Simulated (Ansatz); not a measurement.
# MgB2, space group P6/mmm: a report of symmetry and cells

Program: the Ansatz DFT code, driven from Python.

`sym_mgb2.py`
```python
'''Orbits, cells and special points of MgB2.'''

import ansatz as az
import numpy as np


def main() -> None:
    xtal = (
        az.Lattice.from_parameters(3.085, 3.085, 3.523, alpha=90, beta=90, gamma=120)
        .space_group(191)
        .atom('Mg', (0.0, 0.0, 0.0))
        .atom('B', (1 / 3, 2 / 3, 0.5))
    )

    read = xtal.crystallographic_orbits()
    print('group', read['space_group'], read['hermann_mauguin'], 'conventional content', read['formula'])
    print('orbits:', [orbit['symbol'] + ' ' + str(orbit['wyckoff']) for orbit in read['orbits']])
    for pair in read['least_distances']:
        print(f'  shortest {pair["first"]}-{pair["second"]}: {pair["distance_ang"]:.3f} A')
    print('atoms in the primitive and conventional cells:', len(xtal.primitive().resolved().sites), len(xtal.conventional().resolved().sites))
    built = xtal.resolved()
    vectors = np.array(built.lattice.vectors)
    print('cell vectors (A)')
    print(vectors.round(4) + 0.0)
    for index, site in enumerate(built.sites):
        print(index, site.symbol, np.round(site.position, 4) + 0.0)
    try:
        print({label: tuple(round(v, 4) for v in k) for label, k in az.high_symmetry_points(vectors.tolist()).items()})
    except Exception as error:
        print('no labels:', error)


if __name__ == '__main__':
    main()
```

`python sym_mgb2.py` gives:
```text
group 191 P6/mmm conventional content Mg1B2
orbits: ['Mg 1a', 'B 2d']
  shortest Mg-Mg: 3.085 A
  shortest Mg-B: 2.505 A
  shortest B-B: 1.781 A
atoms in the primitive and conventional cells: 3 3
cell vectors (A)
[[ 3.085   0.      0.    ]
 [-1.5425  2.6717  0.    ]
 [ 0.      0.      3.523 ]]
0 Mg [0. 0. 0.]
1 B [0.3333 0.6667 0.5   ]
2 B [0.6667 0.3333 0.5   ]
{'A': (0.0, 0.0, 0.5), 'H': (0.3333, 0.3333, 0.5), 'K': (0.3333, 0.3333, 0.0), 'L': (0.5, 0.0, 0.5), 'M': (0.5, 0.0, 0.0), 'Γ': (0.0, 0.0, 0.0)}
```
